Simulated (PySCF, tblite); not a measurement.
# C5H2F3O3 radical: geometry, infrared bands and EPR parameters

What infrared bands and EPR parameters should C5H2F3O3 radical (`O=C1[CH]C=C(OC(F)(F)F)O1`) show?

The runs use tblite 0.8.0 and PySCF 2.14.0, with density-fitted response routines of our own; the level of theory stands in each step. All values are computed, except where a source is named. Atoms are numbered from 0 throughout.

### 1 The molecule as given

13 atoms, charge 0, multiplicity 2; geometry from: force field or distance geometry start.

Bonds of the start (Å): O0–C1 1.23, C1–C2 1.47, C2–C3 1.42, C3–C4 1.33, C4–O5 1.38, O5–C6 1.42, C6–F7 1.34, C6–F8 1.34, C6–F9 1.36, C4–O10 1.40, O10–C1 1.37, C2–H11 1.06, C3–H12 1.07.

### 2 Geometry optimisation with GFN2-xTB

What the job is given:

```
{"job": {"kind": "relax", "xc": "GFN2-xTB", "basis": "xTB"}, "charge": 0, "multiplicity": 2}
O      2.269100     1.059500     1.851900
C      1.573300     0.437200     1.057600
C      1.994500    -0.792900     0.372000
C      0.905800    -1.192900    -0.454700
C     -0.048200    -0.297000    -0.232100
O     -1.266900    -0.367300    -0.873700
C     -2.152200     0.686600    -0.532400
F     -3.300700     0.509700    -1.205100
F     -1.637300     1.880100    -0.873600
F     -2.440400     0.665600     0.794700
O      0.290400     0.725200     0.668100
H      2.943400    -1.254000     0.491800
H      0.864900    -2.059300    -1.082200
```

Launch:

```bash
$ OMP_NUM_THREADS=1 python probes_run.py task.json out
```

This one command runs all jobs of the session in turn.

Standard output:

```text
step      E/eV     max force
  0   -1036.20230    3.232
  1   -1036.54101    1.914
  2   -1036.61851    1.209
  3   -1036.64401    0.535
  4   -1036.65925    0.389
  5   -1036.67418    0.270
  6   -1036.68199    0.283
  7   -1036.68942    0.199
  8   -1036.69214    0.097
  9   -1036.69348    0.083
 10   -1036.69406    0.081
 11   -1036.69442    0.071
 12   -1036.69471    0.062
 13   -1036.69497    0.050
 14   -1036.69518    0.036
 15   -1036.69531    0.029
 16   -1036.69538    0.026
 17   -1036.69541    0.018
 18   -1036.69543    0.012
 19   -1036.69544    0.009
```

Run time: 0.26 s. Hardware: 1 thread of Intel Xeon at 2.50GHz, shared host.

Along the way:

| step | energy from step 0 (eV) | largest force (eV/Å) |
| --- | --- | --- |
| 0 | 0.0000 | 3.2317 |
| 1 | -0.3387 | 1.9143 |
| 2 | -0.4162 | 1.2089 |
| 3 | -0.4417 | 0.5349 |
| 4 | -0.4570 | 0.3887 |
| 5 | -0.4719 | 0.2705 |
| 6 | -0.4797 | 0.2833 |
| 7 | -0.4871 | 0.1994 |
| 8 | -0.4898 | 0.0971 |
| 9 | -0.4912 | 0.0829 |
| 10 | -0.4918 | 0.0810 |
| 11 | -0.4921 | 0.0713 |
| 12 | -0.4924 | 0.0617 |
| 13 | -0.4927 | 0.0504 |
| 14 | -0.4929 | 0.0358 |
| 15 | -0.4930 | 0.0289 |
| 16 | -0.4931 | 0.0261 |
| 17 | -0.4931 | 0.0180 |
| 18 | -0.4931 | 0.0121 |
| 19 | -0.4931 | 0.0087 |

Close pairs (by a distance rule), those that changed most:

| bond | before (Å) | after (Å) | change (Å) |
| --- | --- | --- | --- |
| C4–O10 | 1.404 | 1.320 | -0.084 |
| O5–C6 | 1.418 | 1.348 | -0.070 |
| C1–O10 | 1.371 | 1.439 | +0.067 |
| C3–C4 | 1.328 | 1.386 | +0.059 |
| C2–C3 | 1.424 | 1.384 | -0.041 |
| C1–C2 | 1.470 | 1.435 | -0.035 |
| C6–F9 | 1.358 | 1.329 | -0.029 |
| O0–C1 | 1.226 | 1.198 | -0.028 |

The end geometry stands in the next job.

### 3 Harmonic vibrations with GFN2-xTB

What the job is given:

```
{"job": {"kind": "ir", "xc": "GFN2-xTB", "basis": "xTB"}, "charge": 0, "multiplicity": 2}
O      2.164370     1.108372     1.835444
C      1.618057     0.386791     1.050530
C      2.005598    -0.811827     0.362479
C      0.951290    -1.218999    -0.435575
C     -0.054488    -0.286340    -0.235383
O     -1.275986    -0.295055    -0.823171
C     -2.140313     0.692983    -0.515668
F     -3.252017     0.482342    -1.202842
F     -1.687172     1.900153    -0.839370
F     -2.461074     0.720676     0.774255
O      0.275497     0.666750     0.615777
H      2.962805    -1.277079     0.479323
H      0.889046    -2.068280    -1.083527
```

Standard output:

```text
mode    cm-1     km/mol
  1      47.9      2.27
  2      60.1      0.07
  3      98.0      0.85
  4     184.4      1.85
  5     279.0      5.11
  6     288.5      0.46
  7     341.1     12.32
  8     398.2      0.27
  9     469.3      2.93
 10     507.8      4.41
 11     549.7     13.44
 12     585.4     25.97
 13     608.4     25.79
 14     638.7     47.17
 15     644.9      3.93
 16     719.5     40.68
 17     762.4     51.82
 18     790.0     18.00
 19     824.1     16.03
 20     870.7     18.32
 21     984.1     20.26
 22    1030.7     31.12
 23    1039.0     10.37
 24    1084.9    448.02
 25    1126.3    274.52
 26    1141.6    790.76
 27    1223.1    131.80
 28    1350.7    193.01
 29    1421.1     70.56
 30    1481.5    296.74
 31    1764.1    405.98
 32    3187.0      0.42
 33    3197.8      2.76
```

Wall time 1.3 s (1 thread of Intel Xeon at 2.50GHz, shared host).

Which atoms move in the most intense modes:

| cm⁻¹ | km/mol | atoms |
| --- | --- | --- |
| 1085 | 448.0 | C6 75 %, F9 12 %, F8 12 % |
| 1126 | 274.5 | C6 70 %, O5 10 % |
| 1142 | 790.8 | C6 71 %, O5 15 %, F7 10 % |
| 1223 | 131.8 | C2 29 %, H12 16 %, H11 15 %, C3 11 % |
| 1351 | 193.0 | C4 54 %, O10 19 % |
| 1421 | 70.6 | C3 43 %, C2 36 %, C4 11 % |
| 1482 | 296.7 | C4 59 %, C3 24 % |
| 1764 | 406.0 | C1 64 %, O0 34 % |

### 4 g tensor and hyperfine couplings: B3LYP/pcH-1

Same as in step 3 but for these lines:

```diff
@@ -1,2 +1,2 @@
-{"job": {"kind": "ir", "xc": "GFN2-xTB", "basis": "xTB"}, "charge": 0, "multiplicity": 2}
+{"job": {"kind": "epr", "basis": "pcH-1"}, "charge": 0, "multiplicity": 2}
 O      2.164370     1.108372     1.835444
```

Level: UKS B3LYP, pcH-1 on C F H O, non-relativistic, mean-field spin-orbit, GIAO.

Standard output:

```text
UKS, coarse grid
  cycle   1  E = -716.54906797  |g| = 1.04e+00
  cycle   2  E = -714.77889412  |g| = 2.23e+00
  cycle   3  E = -716.75717720  |g| = 6.29e-01
  cycle   4  E = -716.92540116  |g| = 6.31e-02
  cycle   5  E = -716.92684003  |g| = 5.69e-02
  cycle   6  E = -716.92806143  |g| = 2.78e-02
  cycle   7  E = -716.92843731  |g| = 1.03e-02
  cycle   8  E = -716.92852410  |g| = 5.23e-03
  cycle   9  E = -716.92855215  |g| = 1.86e-03
  cycle  10  E = -716.92855366  |g| = 7.00e-04
UKS, final grid
  cycle   1  E = -716.92844127  |g| = 7.59e-04
  cycle   2  E = -716.92844111  |g| = 1.05e-03
  cycle   3  E = -716.92844154  |g| = 1.78e-04
  cycle   4  E = -716.92844156  |g| = 6.94e-05
  cycle   5  E = -716.92844156  |g| = 6.20e-05
  cycle   6  E = -716.92844157  |g| = 1.35e-05
E = -716.92844157 Eh   <S^2> = 0.7629 (exact 0.7500)
g shifts (ppm)      1          2          3
  rmc          -220       -220       -220
  gc             -8         36         52
  oz_so          52       2155       2414
  total        -176       1972       2247
hyperfine (MHz)  atom isotope    a_iso     a_fc   dipolar eigenvalues
    0   17O     -18.97     -18.97    -83.78     41.22     42.57
    1   13C     -25.15     -25.15     -4.03      1.70      2.33
    2   13C      30.13      30.13    -33.90    -32.77     66.67
    3   13C     -23.84     -23.84     -2.47      1.03      1.44
    4   13C      38.35      38.35    -38.77    -37.53     76.30
    5   17O      -7.89      -7.89    -24.43     11.35     13.08
    6   13C      -2.17      -2.17     -0.96      0.05      0.91
    7   19F      -1.30      -1.30     -3.46     -1.05      4.50
    8   19F       8.50       8.50     -6.30     -4.05     10.35
    9   19F       8.60       8.60     -6.33     -4.10     10.43
   10   17O       2.94       2.94     -6.42      2.90      3.52
   11    1H     -29.44     -29.44    -16.31     -1.61     17.92
   12    1H       0.06       0.06     -3.33     -1.62      4.95
```

Wall time 3.2 min (1 thread of Intel Xeon at 2.50GHz, shared host); peak memory 1.1 GiB.

Principal g values 2.00214, 2.00429, 2.00457; g(iso) = 2.00367, against 2.00232 for a free electron.

Hyperfine couplings; where a row names several nuclei, a(iso) is their mean (it holds for fast rotation or exchange) and the dipolar term the largest among them:

| nuclei | isotope | a(iso) (MHz) | a(iso) (G, at g = 2.0023) | largest dipolar term (MHz) |
| --- | --- | --- | --- | --- |
| C4 | 13C | 38.4 | 13.7 | 76.3 |
| C2 | 13C | 30.1 | 10.8 | 66.7 |
| H11 | 1H | -29.4 | -10.5 | 17.9 |
| C1 | 13C | -25.2 | -9.0 | -4.0 |
| C3 | 13C | -23.8 | -8.5 | -2.5 |
| O0 | 17O | -19.0 | -6.8 | -83.8 |
| O5 | 17O | -7.9 | -2.8 | -24.4 |
| F7, F8, F9 | 19F | 5.3 | 1.9 | 10.4 |
| O10 | 17O | 2.9 | 1.0 | -6.4 |
| C6 | 13C | -2.2 | -0.8 | -1.0 |
| H12 | 1H | 0.1 | 0.0 | 4.9 |

Mulliken spin populations:

O0 0.26; C1 0.00; C2 0.42; C3 -0.07; C4 0.37; O5 0.04; C6 0.00; F7 0.00; F8 0.00; F9 0.00; O10 0.00; H11 -0.02; H12 0.00

In first order the couplings over 0.8 MHz of 1H, 19F give 8 distinct lines over 16.1 G, if the averaged nuclei exchange fast.

The fields below are evaluated on a grid from the run's orbitals.

ELF in a plane through or near 11 of the atoms.

Ten even steps from '0' (0.00) to '9' (1.00):
```
0000000000000000000000000000
0000000000000000000000000000
0000000001100000000000000000
0000000245530000000000000000
0000003788860000000000000000
0000015844830021000000000000
0000014787722785000000000000
0000000253357697000000000000
0000000166257274013320000000
0000378668714872031133541000
0000899952635337687287862000
0000899957828528226374861000
0000388425354615886048730000
0000011004897202785014300000
0000000018999500231000000000
0000000018999600000000000000
0000000002786100000000000000
0000000000000000000000000000
0000000000000000000000000000
0000000000000000000000000000
```
The map spans 12.1 Å across and 9.6 Å up, centred on the molecule. Atoms in the plane (x, y in Å): O0 (-2.1, 2.2), C1 (-1.6, 1.1), C2 (-2.2, -0.2), C3 (-1.1, -1.1), C4 (0.0, -0.4), O5 (1.3, -0.8), C6 (2.3, 0.1), F7 (3.4, -0.6), O10 (-0.2, 0.9), H11 (-3.2, -0.5), H12 (-1.2, -2.2).

log10 of the density (e/Å³) in the same plane.

Ten even steps from '0' (-4.0) to '9' (2.1):
```
0000000000000000000000000000
0000000001000000000000000000
0000001233321000000000000000
0000013444432100000000000000
0000124566643221100000000000
0000134678654433222221000000
0000134677655654334443100000
0000124567767775445543210000
0001234567767875456654432000
0001345666656765556765543100
0002356688666786777777754200
0002346666776767986679754200
0001234556696656776556643100
0000123345666545555444432000
0000011234665433333222210000
0000000234554322221100000000
0000000012333210000000000000
0000000001121100000000000000
0000000000000000000000000000
0000000000000000000000000000
```
The map spans 12.1 Å across and 9.6 Å up, centred on the molecule. Atoms in the plane (x, y in Å): O0 (-2.1, 2.2), C1 (-1.6, 1.1), C2 (-2.2, -0.2), C3 (-1.1, -1.1), C4 (0.0, -0.4), O5 (1.3, -0.8), C6 (2.3, 0.1), F7 (3.4, -0.6), O10 (-0.2, 0.9), H11 (-3.2, -0.5), H12 (-1.2, -2.2).

On the surface of density 0.002 e/bohr³ the electrostatic potential runs, from the 1st to the 99th percentile, from -1.51 V near O0 to 1.66 V near H12.

The spin density lies nearest to C2, C4 about 26 % each; O0 22 %; C1 7 %.

### 5 What came out

```
                                 quantity                  value
strongest single infrared mode (GFN2-xTB)  1142 cm⁻¹, 791 km/mol
             zero-point energy (GFN2-xTB)          42.5 kcal/mol
                           g(iso) (B3LYP)                2.00367
                                     ⟨S²⟩     0.763 (exact 0.75)
       largest a(iso) (averaged by class)    13C on C4, 38.4 MHz
    surface potential, 1st and 99th percentile     -1.51 V and 1.66 V
```

What this shows: The optimisation took 19 steps and gained 0.493 eV; among the close pairs (by a distance rule), C4–O10 changed most, from 1.404 to 1.320 Å. No mode is imaginary among the 33: a minimum at this level. The strongest single mode, at 1142 cm⁻¹, moves mainly C6. GFN2-xTB is a fitted tight-binding method: band positions and strengths are rough. Its intensities can rank the bands wrongly. The largest spin populations lie on C2 (0.42 e), C4 (0.37 e). The isotropic g lies 1.3 ppt above the free-electron value.
